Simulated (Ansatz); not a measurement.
# CH2F2SSi: how energies converge with the basis set

How large a basis does CH2F2SSi need? Two functionals are run in growing sets.

Program: Ansatz 0.2.0, Gaussian basis. Level of theory: one geometry, several basis sets. These are calculated values, not measurements.

Plan: PBE0-D4/def2-SVP; ωB97M-V/def2-SVP; PBE0-D4/def2-QZVPP; ωB97M-V/def2-QZVPP; the functionals' def2-TZVPP values are taken from earlier runs.

### Step 1. The geometry

An earlier PBE0-D4 in a triple-zeta def2 set relaxation fixed the geometry.

SMILES `F[C@H]1S[Si@@H]1F`, 7 atoms, charge 0, spin multiplicity 1.

Atoms are counted from 1 here; the program's logs count them from 0.

Bond lengths: F1–C2 1.362 Å, C2–S3 1.869 Å, C2–Si4 1.840 Å, C2–H6 1.087 Å, S3–Si4 2.066 Å, Si4–F5 1.587 Å, Si4–H7 1.470 Å. Angles: F1–C2–S3 114.2°, F1–C2–Si4 121.0°, F1–C2–H6 110.1°, S3–C2–Si4 67.7°, S3–C2–H6 111.7°, Si4–C2–H6 123.9°, C2–S3–Si4 55.5°, C2–Si4–S3 56.8°, C2–Si4–F5 120.7°, C2–Si4–H7 121.9°, S3–Si4–F5 120.1°, S3–Si4–H7 121.3°, F5–Si4–H7 108.3°.

Geometry (Å):

```xyz
7

F    -0.4198   -1.5547    1.1991
C    -0.2876   -0.2459    0.8446
S     1.4825    0.3422    0.7329
Si    0.1837    0.2275   -0.8694
F    -0.3840    1.5547   -1.5293
H    -0.8791    0.3824    1.5057
H     0.3657   -0.7742   -1.9293
```

### Step 2. PBE0-D4 in def2-SVP

in.yaml

```yaml
crystal:
  periodic: [false, false, false]
  atoms:
    - {symbol: F, position_ang: [-0.419835, -1.554703, 1.199125]}
    - {symbol: C, position_ang: [-0.287619, -0.245855, 0.844571]}
    - {symbol: S, position_ang: [1.482468, 0.342202, 0.732887]}
    - {symbol: Si, position_ang: [0.183675, 0.227489, -0.869395]}
    - {symbol: F, position_ang: [-0.383993, 1.554743, -1.529335]}
    - {symbol: H, position_ang: [-0.879138, 0.382361, 1.505669]}
    - {symbol: H, position_ang: [0.365743, -0.774236, -1.929323]}
basis:
  gaussian: {orbitals: def2-SVP}
hamiltonian: {xc: pbe0, dispersion: d4}
output: {orbitals: {seedname: orbitals}}
```

Run with:

```console
> ansatz run in.yaml --threads 2 --pin off --events-out ev --progress --plain --max-ram 4352MiB
```

The runs that follow: ωB97M-V in def2-SVP; PBE0-D4 in def2-QZVPP; ωB97M-V in def2-QZVPP.

Q: Predict the results of all the runs planned. Wanted: PBE0-D4: double and triple zeta above quadruple; ωB97M-V: double and triple zeta above quadruple.

**Answer**, as computed:

```
                                       quantity           value
PBE0-D4: double and triple zeta above quadruple  15.73, 0.95 eV
ωB97M-V: double and triple zeta above quadruple  15.80, 0.89 eV
```

What this shows: PBE0-D4 gains 14.79 eV from double to triple zeta, then 0.95 eV more. These are total energies; as a rule much of such shifts cancels in differences, which this series doesn't test. The LUMO of ωB97M-V is positive and keeps falling with the basis (2.08 to 1.22 eV): an unbound level that the basis holds in place.
